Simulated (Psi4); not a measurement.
**CHClInNO (SMILES O=C=[N][InH][Cl]): MP3/def2-SVP (core potential)**

What is the vertical singlet–triplet gap of CHClInNO at MP3/def2-SVP (core potential)? 

The results are computed with Psi4 1.11.

5 further runs of the same task are left out: 3 that didn't finish, 2 set aside as unsound or not needed. Runs told in other sessions of the task aren't counted.

**1. Starting point**

CHClInNO has 6 atoms, charge 0, and is taken as a singlet. SMILES: `O=C=[N][InH][Cl]`. Geometry: relaxed at PBE0-D4/def2-TZVP. This is one conformer, not always the lowest.

Bond lengths: O1–C2 1.166 Å, C2–N3 1.205 Å, N3–In4 2.019 Å, In4–Cl5 2.315 Å, In4–H6 1.687 Å. Angles: O1–C2–N3 176.3°, C2–N3–In4 136.4°, N3–In4–Cl5 111.3°, N3–In4–H6 123.4°, Cl5–In4–H6 125.3°.

**2. The energy at MP3/def2-SVP (core potential)**

job.dat reads:

```
memory 2200 mb

molecule m {
  O      3.07647413    -4.38492050     0.10979309
  C      1.69432844    -2.77959816     0.71677312
  N      0.25832556    -1.18466931     1.47795480
  In    -1.40633418     1.94244948     0.05914843
  Cl    -0.23999522     2.61160150    -4.10448514
  H     -3.38279874     3.79513698     1.74081571
  units au
  symmetry c1
  no_reorient
  no_com
}

set globals {
  puream          true
  e_convergence   1e-09
  d_convergence   1e-08
  scf_type        pk
  num_frozen_docc 12
  mp_type         conv
}

energy_value, wavefunction = energy('mp3/def2-SVP', return_wfn=True)
```

The run is started by

```sh
$ psi4 -i job.dat -o job.out -n 1
```

job.out:

```text
[...]
    !!!  WARNING: ECP capability is in beta. Please check occupations closely.  !!!
[...]
  Running in c1 symmetry.
[...]
  Nuclear repulsion =  275.012339050087462
[...]
  Multiplicity = 1
[...]
  Nalpha       = 30
  Nbeta        = 30
[...]
    Number of basis functions: 91
[...]
   @RHF iter   1:  -816.15096575825578   -1.81577e+00   5.94901e-03 DIIS/ADIIS
[...]
   @RHF iter  13:  -816.27186778408452   -3.97904e-12   4.16256e-09 DIIS
[...]
    Orbital Energies [Eh]
    ---------------------
    Doubly Occupied:
       1A   -104.778733     2A    -20.592344     3A    -15.572599
       4A    -11.397002     5A    -10.541041     6A     -8.015442
       7A     -8.013263     8A     -8.013085     9A     -5.447022
      10A     -3.708224    11A     -3.702415    12A     -3.700039
      13A     -1.437472    14A     -1.222988    15A     -1.118077
      16A     -1.092408    17A     -1.091647    18A     -1.091115
      19A     -1.088864    20A     -1.034645    21A     -0.725087
      22A     -0.678740    23A     -0.636602    24A     -0.633487
      25A     -0.542407    26A     -0.487439    27A     -0.462258
      28A     -0.451657    29A     -0.435355    30A     -0.432587
[...]
  @RHF Final Energy:  -816.27186778408452
   => Energetics <=
    Nuclear Repulsion Energy =            275.0123390500874621
    One-Electron Energy =               -1746.2803295221758617
    Two-Electron Energy =                 654.9961226880039931
    Total Energy =                       -816.2718677840845203
[...]
 Multipole Moments:
 ------------------------------------------------------------------------------------
     Multipole            Electronic (a.u.)      Nuclear  (a.u.)        Total (a.u.)
 ------------------------------------------------------------------------------------
 L = 1.  Multiply by 2.5417464519 to convert [e a0] to [Debye]
 Dipole X            :         -0.5732603           -0.4096927           -0.9829530
 Dipole Y            :        -27.9089487           28.9341634            1.0252147
 Dipole Z            :         51.9080096          -51.2686476            0.6393620
 Magnitude           :                                                    1.5575768
[...]
	SCS-MP2 Total Energy (a.u.)        :  -816.91516967855739
	SOS-MP2 Total Energy (a.u.)        :  -816.90233816209434
[...]
	SOS-PI-MP2 Total Energy (a.u.)     :  -816.95083588347973
[...]
	MP2 Total Energy (a.u.)            :  -816.94083271148372
[...]
	SCS-MP3 Total Energy (a.u.)        :  -816.91667938559942
[...]
	MP3 Total Energy (a.u.)            :  -816.94687153965174
[...]
```

Run time: 5.7 s. Hardware: 1 thread of Intel Xeon 6975P-C (Granite Rapids), shared host; peak memory 0.57 GiB.

**3. The triplet**

job.json reads:

```json
{
 "schema_name": "qcschema_input",
 "schema_version": 1,
 "molecule": {
  "schema_name": "qcschema_molecule",
  "schema_version": 2,
  "symbols": ["O", "C", "N", "In", "Cl", "H"],
  "geometry": [3.07647413, -4.3849205, 0.10979309, 1.69432844, -2.77959816, 0.71677312, 0.25832556, -1.18466931, 1.4779548, -1.40633418, 1.94244948, 0.05914843, -0.23999522, 2.6116015, -4.10448514, -3.38279874, 3.79513698, 1.74081571],
  "molecular_charge": 0,
  "molecular_multiplicity": 3,
  "fix_symmetry": "c1",
  "fix_com": true,
  "fix_orientation": true
 },
 "driver": "energy",
 "model": {
  "method": "mp3",
  "basis": "def2-SVP"
 },
 "keywords": {
  "reference": "uhf",
  "puream": true,
  "e_convergence": 1e-09,
  "d_convergence": 1e-08,
  "scf_type": "pk",
  "num_frozen_docc": 12,
  "maxiter": 100,
  "mp_type": "conv"
 }
}
```

The run is started by

```sh
$ psi4 --qcschema job.json -n 1 --memory 2200MB
```

stdout, shortened:

```text
[...]
    !!!  WARNING: ECP capability is in beta. Please check occupations closely.  !!!
[...]
  Running in c1 symmetry.
[...]
  Nuclear repulsion =  275.012339050087462
[...]
  Multiplicity = 3
[...]
  Nalpha       = 31
  Nbeta        = 29
[...]
    Number of basis functions: 91
[...]
   @UHF iter   1:  -815.83965680897722   -1.50446e+00   6.24796e-03 DIIS/ADIIS
[...]
   @UHF iter  30:  -816.04113320164629   -2.98996e-11   8.73691e-09 DIIS
[...]
   @S^2 Observed:                2.042755628E+00
[...]
  @UHF Final Energy:  -816.04113320164629
   => Energetics <=
    Nuclear Repulsion Energy =            275.0123390500874621
    One-Electron Energy =               -1745.8981610978698882
    Two-Electron Energy =                 654.8446888461360231
    Total Energy =                       -816.0411332016462893
  UHF NO Occupations:
  HONO-2 :   29  A 1.9799698
  HONO-1 :   30  A 1.0000000
  HONO-0 :   31  A 1.0000000
  LUNO+0 :   32  A 0.0200302
  LUNO+1 :   33  A 0.0004655
[...]
 Multipole Moments:
 ------------------------------------------------------------------------------------
     Multipole            Electronic (a.u.)      Nuclear  (a.u.)        Total (a.u.)
 ------------------------------------------------------------------------------------
 L = 1.  Multiply by 2.5417464519 to convert [e a0] to [Debye]
 Dipole X            :         -2.0016158           -0.4096927           -2.4113084
 Dipole Y            :        -27.8713315           28.9341634            1.0628320
 Dipole Z            :         51.7779753          -51.2686476            0.5093277
 Magnitude           :                                                    2.6839215
[...]
	SCS-MP2 Total Energy (a.u.)        :  -816.67243315704388
	SOS-MP2 Total Energy (a.u.)        :  -816.65750239864610
[...]
	SOS-PI-MP2 Total Energy (a.u.)     :  -816.70491541379999
[...]
	MP2 Total Energy (a.u.)            :  -816.70229467383945
[...]
	SCS-MP3 Total Energy (a.u.)        :  -816.67314759644523
[...]
	MP3 Total Energy (a.u.)            :  -816.70515243144496
[...]
```

The result, in JSON:

```text
{
 "driver": "energy",
 "model": {
  "method": "mp3",
  "basis": "def2-SVP"
 },
 "success": true,
 "return_result": -816.705152431445,
 "properties": {
  "calcinfo_nbasis": 91,
  "calcinfo_nmo": 91,
  "calcinfo_nalpha": 31,
  "calcinfo_nbeta": 29,
  "calcinfo_natom": 6,
  "nuclear_repulsion_energy": 275.01233905008746,
  "return_energy": -816.705152431445,
  "scf_one_electron_energy": -1745.89816109787,
  "scf_two_electron_energy": 654.844688846136,
  "scf_dipole_moment": [-2.411308411543255, 1.0628319706185998, 0.5093276753690077],
  "scf_total_energy": -816.0411332016463,
  "scf_iterations": 30,
  "mp2_same_spin_correlation_energy": -0.18703132065478065,
  "mp2_opposite_spin_correlation_energy": -0.47413015153834065,
  "mp2_singles_energy": 0.0,
  "mp2_doubles_energy": -0.6611614721931213,
  "mp2_correlation_energy": -0.6611614721931574,
  "mp2_total_energy": -816.7022946738394
 }
}
```

Run time: 11 s. Hardware: 1 thread of Intel Xeon 6975P-C (Granite Rapids), shared host; peak memory 0.59 GiB.

**4. Outcome**

At MP3/def2-SVP (core potential), 12 core orbitals frozen:

```
                                                           quantity          value
                                              singlet: total energy  -816.94687 Eh
                       singlet: HOMO energy (Hartree–Fock orbitals)      -11.77 eV
                       singlet: LUMO energy (Hartree–Fock orbitals)        0.63 eV
                     singlet: HOMO–LUMO gap (Hartree–Fock orbitals)       12.40 eV
              singlet: correlation energy (12 core orbitals frozen)     -675.0 mEh
                                              triplet: total energy  -816.70515 Eh
triplet: HOMO energy (Hartree–Fock orbitals) (highest over α and β)       -6.13 eV
 triplet: LUMO energy (Hartree–Fock orbitals) (lowest over α and β)       -4.39 eV
              triplet: correlation energy (12 core orbitals frozen)     -664.0 mEh
                         triplet: ⟨S²⟩ of the reference determinant          2.043
                   vertical energy of the triplet above the singlet       6.578 eV
```

**Reading.** At this shape the triplet lies 6.58 eV (152 kcal/mol) above the singlet. With no_com the log's rotational constants are taken about the origin, not the centre of mass, so they aren't the molecule's.
